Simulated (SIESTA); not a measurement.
## NiMoIrPdW under changes of volume

One of the cells (16.454 Å³/atom); the others are scaled copies at fixed shape and fractional positions:

```xyz
5
Lattice="4.1742 0.0000 0.0000 -2.0871 3.6149 0.0000 0.0000 0.0000 5.4522" Properties=species:S:1:pos:R:3 pbc="T T T"
Ni    0.0000    0.0000    0.1211
Mo    2.0871    1.2050    2.5078
Pd    0.0000    2.4100    4.0674
Ir    0.0000    2.4100    1.3980
W     2.0871    1.2050    5.4513
```

The cell was built by a generator and needn't be a form met in nature.

```yaml
Program: SIESTA 5.4.2
Functional: PBE
Potentials_or_basis: PseudoDojo 0.4 standard (PBE files)
Basis: DZP (energy shift 0.003 Ry; two zetas on semicore shells)
Grid_cutoff: 800 Ry
Energy_shift: 0.003 Ry
k_mesh: 7 × 7 × 5
Occupations: fermi-dirac, width 0.05 eV
Spin: collinear spin, ferromagnetic start
Starting_moments: "[1.0, 1.0, 0.0, 0.6, 0.0] μB"
```

```tsv
volume (Å³/atom)	energy over the lowest point (meV/atom)	pressure (GPa)	largest force (eV/Å)
15.163	68.51	20.3	1.658
15.486	34.26	13.9	1.335
15.809	12.24	8.1	1.007
16.454	0.00	-1.5	0.444
16.777	?	?	?
17.099	22.59	-9.4	0.077
```

Task: What does the run at 16.777 Å³/atom give?

Result: Energy over the lowest point 7.30 meV/atom; pressure -5.6 GPa; largest force 0.190 eV/Å.

Worked out: A Birch-Murnaghan fit of order 3 (a polynomial in V^(-2/3)) to the other rows has its minimum at 16.34 Å³/atom with B0 = V·E''(V) = 228 GPa and B' = 4.8 at fixed shape and positions, which overstates the stiffness. It gives 7.43 meV/atom at 16.777 Å³/atom, against the run's 7.30, and -dE/dV = -5.7 GPa, against -5.6.

Energies are extrapolated to zero smearing.

Caveats: short orbitals over semicore shells can move pressures by several GPa; the basis of atomic orbitals isn't converged, which shifts pressures, moduli and gaps; forces of over 1 eV/Å show positions far from the minimum, so gaps and moduli don't describe the material at rest (some runs).
